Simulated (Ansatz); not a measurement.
Geometry optimisation, Ansatz, DFT LDA, scalar-relativistic, plane waves, PAW.

Input file:

```yaml
crystal:
  lattice:
    - [0.0, 5.43, 5.43]
    - [5.43, 0.0, 5.43]
    - [5.43, 5.43, 0.0]
  atoms:
    - { symbol: Si, position: [0.0, 0.0, 0.0] }
    - { symbol: Si, position: [0.125, 0.125, 0.125] }
    - { symbol: Si, position: [0.0, 0.0, 0.5] }
    - { symbol: Si, position: [0.125, 0.125, 0.625] }
    - { symbol: Si, position: [0.0, 0.5, 0.0] }
    - { symbol: Si, position: [0.125, 0.625, 0.125] }
    - { symbol: Si, position: [0.0, 0.5, 0.5] }
    - { symbol: Si, position: [0.125, 0.625, 0.625] }
    - { symbol: Si, position: [0.5, 0.0, 0.0] }
    - { symbol: Si, position: [0.625, 0.125, 0.125] }
    - { symbol: Si, position: [0.5, 0.0, 0.5] }
    - { symbol: Si, position: [0.625, 0.125, 0.625] }
    - { symbol: Si, position: [0.5, 0.5, 0.0] }
    - { symbol: Si, position: [0.625, 0.625, 0.125] }
    - { symbol: Si, position: [0.5, 0.5, 0.5] }
    - { symbol: Si, position: [0.625, 0.625, 0.625] }
    - { symbol: Cu, position: [0.8090595, 0.3091348, 0.8076213] }
total_charge: 1
basis:
  ecutwfc: 420.0
kpoints:
  mp_grid: { grid: [2, 2, 2] }
hamiltonian:
  xc: lda
  pseudopotentials: { kind: paw, azcp: { folder: soft_1 } }
scf:
  occupations: { method: gaussian, width: 0.02 }
  lower_state_search: "off"
relax:
  f_tol: 0.03
  max_steps: 60
  adjacent_minimum: "off"
output:
  write_density: true
  write_potential: true
  elf: true
  volumetric_format: npy
```

Launched with:

```bash
$ ansatz run input.yaml --threads 1 --pin off --max-ram 3072MiB --backend cpu --events-out ev --progress --plain --runs-dir out
```

Q: Where does it end, and by what steps?

A: It converged. Limits of this set-up: PAW files made for another functional, charged cell in a uniform background, uncorrected. After 3 steps the energy has fallen by 0.476 eV; Si6 moved furthest, 0.22 Å.

| step | energy less start (eV) | largest force component (eV/Å) | accepted |
| --- | --- | --- | --- |
| 0 | 0.0000 | 1.555 | yes |
| 1 | -0.3728 | 0.672 | yes |
| 2 | -0.4720 | 0.065 | yes |
| 3 | -0.4759 | 0.022 | yes |

```xyz
17
Lattice="0.0000 5.4300 5.4300 5.4300 0.0000 5.4300 5.4300 5.4300 0.0000" Properties=species:S:1:pos:R:3
Si -0.050 0.066 -0.049
Si 1.312 1.367 1.313
Si 2.700 2.756 0.042
Si 4.000 4.118 1.404
Si 2.598 -0.117 2.598
Si 3.945 1.230 3.946
Si 5.381 2.665 2.781
Si 6.742 4.027 4.082
Si 0.041 2.756 2.700
Si 1.403 4.118 4.001
Si 2.840 5.555 2.840
Si 4.188 6.903 4.188
Si 2.781 2.665 5.381
Si 4.082 4.027 6.743
Si 5.471 5.415 5.472
Si 6.833 6.715 6.834
Cu 6.096 8.811 6.097
```

Whether the end is a true minimum wasn't checked by a vibrational analysis.

Time of the run: 33 s on 1 thread of Arm Neoverse V2, on a shared host, peak memory 0.52 GiB.
